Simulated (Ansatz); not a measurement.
Below is the output of a Python script on Ansatz 0.2.0 through its Python package that makes a ladder of methods at one geometry of AlH5N2S, SMILES [NH2][Al]([NH2])[SH]. Write a script that gives it. Use (for the species named): MP2, cc-pVDZ basis, multiplicity 1. The script varies method: mp2, ccsd, ccsd_t.

Contents of `alh5n2s.xyz`:
```text
9

N    -0.52220    1.36530   -1.18820
Al   -0.27820   -0.08100   -0.04050
N     1.38230   -0.96770   -0.05520
S    -1.85050   -0.77210    1.34100
H    -0.38620    1.06830   -2.18990
H     0.16490    2.13300   -0.97860
H     1.80400   -0.92740    0.94130
H     1.26420   -1.95650   -0.26290
H    -1.48970    0.09190    2.41580
```

Running `python run_methods.py` prints:
```text
Hartree-Fock reference -751.338985 Ha
mp2      total -751.887437 Ha  correlation  -14.9241 eV  (90.6 % of the last)
ccsd     total -751.928437 Ha  correlation  -16.0398 eV  (97.3 % of the last)
ccsd_t   total -751.944528 Ha  correlation  -16.4777 eV  (100.0 % of the last)
```

The script that was run (others could print the same):

The script, `run_methods.py`:
```python
import ansatz as az

config = {
    "basis_set": "cc-pVDZ",
}

system = az.Crystal.molecule_from_extxyz("alh5n2s.xyz")

base = system.calculation().basis(gaussian=config["basis_set"])

methods = ["mp2", "ccsd", "ccsd_t"]
reports = [base.correlation(m).run(threads=1).report for m in methods]
print(f"Hartree-Fock reference {reports[0]['reference_energy_ev'] / 27.211386246:.6f} Ha")
best = reports[-1]["free_energy_ev"] - reports[-1]["reference_energy_ev"]
for method, each in zip(methods, reports):
    gained = each["free_energy_ev"] - each["reference_energy_ev"]
    print(f"{method:8s} total {each['free_energy_ev'] / 27.211386246:.6f} Ha  correlation {gained:9.4f} eV  ({100 * gained / best:.1f} % of the last)")
```

Notes:
- These settings explore the input space; basis and method may be short of convergence.
- The geometry is a force-field or estimated start, not a minimum of this method, and the basis set is short of its limit. A lower total doesn't mark the better method: functionals have no common bound, and MP2 and coupled cluster aren't variational.
- Inner cores stay frozen, so this is valence correlation.
- For Al to Cl the sets with a tight d function, cc-pV(X+d)Z, are usual.
- Run time: 11 s on 1 thread of Arm Neoverse V2, with other jobs on the host, peak memory 0.34 GiB.
